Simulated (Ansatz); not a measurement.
**C₂H₆CrO₂: basis-set convergence**

An exercise on one series of results from a longer session: the logs are not shown, and one member is left open.

The runs use Ansatz 0.2.0, Gaussian basis; one geometry, several basis sets.

Levels to be run: PBE0-D4/def2-SVP; ωB97M-V/def2-SVP; PBE0-D4/def2-QZVPP; ωB97M-V/def2-QZVPP; the functionals' def2-TZVPP values are taken from earlier runs.

## The geometry

An earlier PBE0-D4 in a triple-zeta def2 set relaxation fixed the geometry.

SMILES `[CH3][Cr]([CH3])(=[O])=[O]`, 11 atoms, charge 0, spin multiplicity 1.

Atoms are counted from 1 here; the program's logs count them from 0.

Bond lengths: C1–Cr2 1.963 Å, C1–H6 1.093 Å, C1–H7 1.090 Å, C1–H8 1.093 Å, Cr2–C3 1.963 Å, Cr2–O4 1.547 Å, Cr2–O5 1.547 Å, C3–H9 1.090 Å, C3–H10 1.093 Å, C3–H11 1.093 Å. Angles: Cr2–C1–H6 106.6°, Cr2–C1–H7 110.8°, Cr2–C1–H8 106.6°, H6–C1–H7 110.4°, H6–C1–H8 111.9°, H7–C1–H8 110.4°, C1–Cr2–C3 113.5°, C1–Cr2–O4 107.7°, C1–Cr2–O5 107.7°, C3–Cr2–O4 107.7°, C3–Cr2–O5 107.7°, O4–Cr2–O5 112.6°, Cr2–C3–H9 110.8°, Cr2–C3–H10 106.6°, Cr2–C3–H11 106.6°, H9–C3–H10 110.4°, H9–C3–H11 110.4°, H10–C3–H11 111.9°.

Set-up of the first run:

The input, in.yaml:

```yaml
crystal:
  periodic: [false, false, false]
  atoms:
    - {symbol: C, position_ang: [-1.548330, 0.566562, 0.305660]}
    - {symbol: Cr, position_ang: [0.174003, 0.361804, -0.612712]}
    - {symbol: C, position_ang: [1.385138, -0.905833, 0.269286]}
    - {symbol: O, position_ang: [-0.111948, -0.173266, -2.035771]}
    - {symbol: O, position_ang: [0.867656, 1.744508, -0.625415]}
    - {symbol: H, position_ang: [-1.325202, 0.929128, 1.312352]}
    - {symbol: H, position_ang: [-2.185561, 1.276431, -0.221039]}
    - {symbol: H, position_ang: [-2.012610, -0.422714, 0.321586]}
    - {symbol: H, position_ang: [2.325237, -0.985981, -0.275677]}
    - {symbol: H, position_ang: [0.870835, -1.870048, 0.284942]}
    - {symbol: H, position_ang: [1.560780, -0.520591, 1.276798]}
basis:
  gaussian: {orbitals: def2-SVP}
hamiltonian: {xc: pbe0, dispersion: d4}
output: {orbitals: {seedname: orbitals}}
```

Launch:

```console
$ ansatz run in.yaml --threads 4 --pin off --events-out ev --progress --plain --max-ram 10444MiB
```

Among the steps run: PBE0-D4 in def2-SVP; ωB97M-V in def2-SVP; PBE0-D4 in def2-QZVPP; ωB97M-V in def2-QZVPP.

One table of the session follows, with a row left open; its other results are not shown here.

It belongs to the step «Functionals by basis». 

```
functional       basis  HOMO (eV)  LUMO (eV)
   PBE0-D4    def2-SVP      -8.96      -3.54
   PBE0-D4  def2-TZVPP      -8.98      -3.49
   PBE0-D4  def2-QZVPP      -8.98      -3.48
   ωB97M-V    def2-SVP     -11.29      -1.18
   ωB97M-V  def2-TZVPP     -11.35      -1.18
   ωB97M-V  def2-QZVPP          ?          ?
```

Estimate the missing values for ωB97M-V, def2-QZVPP.

As computed: HOMO (eV): -11.33; LUMO (eV): -1.16. In the column «HOMO (eV)» it lies between ωB97M-V, def2-TZVPP (-11.35) and ωB97M-V, def2-SVP (-11.29).
